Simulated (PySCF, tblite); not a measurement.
# CH₄BF₃O₂Si: geometry, infrared bands and NMR shifts

What infrared bands and NMR shifts should CH₄BF₃O₂Si (`FC(F)(F)OBO[SiH3]`) show?

Computed with tblite 0.8.0 and PySCF 2.14.0, with density-fitted response routines of our own, on a single molecule in the gas phase. Atoms count from 0, in the outputs and in this text.

## 1. The starting structure

12 atoms, charge 0, multiplicity 1; geometry from: force field or distance geometry start.

Bonds of the start (Å): F0–C1 1.37, C1–F2 1.36, C1–F3 1.40, C1–O4 1.39, O4–B5 1.48, B5–O6 1.45, O6–Si7 1.67, B5–H8 1.20, Si7–H9 1.49, Si7–H10 1.49, Si7–H11 1.48.

## 2. Geometry optimisation with GFN2-xTB

What the job is given:

```
{"job": {"kind": "relax", "xc": "GFN2-xTB", "basis": "xTB"}, "charge": 0, "multiplicity": 1}
F      1.584000     1.479700     0.482100
C      1.996700     0.283200    -0.050000
F      1.636100     0.169200    -1.356500
F      3.397300     0.298700     0.011300
O      1.569900    -0.823800     0.680000
B      0.090500    -0.909600     0.726300
O     -0.576800     0.332900     0.370200
Si    -2.019800     0.172000    -0.458700
H     -0.286700    -1.427400     1.744100
H     -2.433400    -1.229500    -0.728900
H     -1.872800     0.836800    -1.780900
H     -3.083900     0.817100     0.335000
```

Run with:

```sh
> OMP_NUM_THREADS=1 python probes_run.py task.json out
```

One launch serves the whole session: the jobs run in the order shown.

**Question.** This job is followed by: GFN2-xTB harmonic vibrations, gas phase; GIAO PBE0/pcSseg-1 NMR shielding, non-relativistic, gas phase. Predict these results of the whole session: strongest single infrared mode (GFN2-xTB); zero-point energy (GFN2-xTB); ¹³C shifts against TMS (PBE0/pcSseg-1); ¹H shifts against TMS (PBE0/pcSseg-1, means over atoms taken as alike); ¹⁹F shifts against CFCl3 (PBE0/pcSseg-1, means over atoms taken as alike); ¹⁷O shifts against H2O (PBE0/pcSseg-1); ¹¹B shifts against BF3·OEt2 (PBE0/pcSseg-1); ²⁹Si shifts against TMS (PBE0/pcSseg-1); surface potential, 1st and 99th percentile.

The runs gave:

| quantity | value |
| --- | --- |
| strongest single infrared mode (GFN2-xTB) | 1446 cm⁻¹, 781 km/mol |
| zero-point energy (GFN2-xTB) | 36.9 kcal/mol |
| ¹³C shifts against TMS (PBE0/pcSseg-1) | 129.2 ppm |
| ¹H shifts against TMS (PBE0/pcSseg-1, means over atoms taken as alike) | 5.30, 4.08 ppm |
| ¹⁹F shifts against CFCl3 (PBE0/pcSseg-1, means over atoms taken as alike) | -63.8 ppm |
| ¹⁷O shifts against H2O (PBE0/pcSseg-1) | 190.1, 115.8 ppm |
| ¹¹B shifts against BF3·OEt2 (PBE0/pcSseg-1) | 19.9 ppm |
| ²⁹Si shifts against TMS (PBE0/pcSseg-1) | -39.4 ppm |
| surface potential, 1st and 99th percentile | -0.69 V and 1.76 V |

In words: Over 99 steps the energy fell by 1.660 eV; of the close pairs, B5–O6 changed most, 1.455 to 1.298 Å. No mode is imaginary among the 30: a minimum at this level. The strongest single mode, at 1446 cm⁻¹, moves mainly O6 and B5. GFN2-xTB is a fitted tight-binding method: band positions and strengths are rough. Its intensities can rank the bands wrongly. At PBE0/pcSseg-1: The largest span, 220 ppm, is at O6, where the paramagnetic term is -176 ppm.
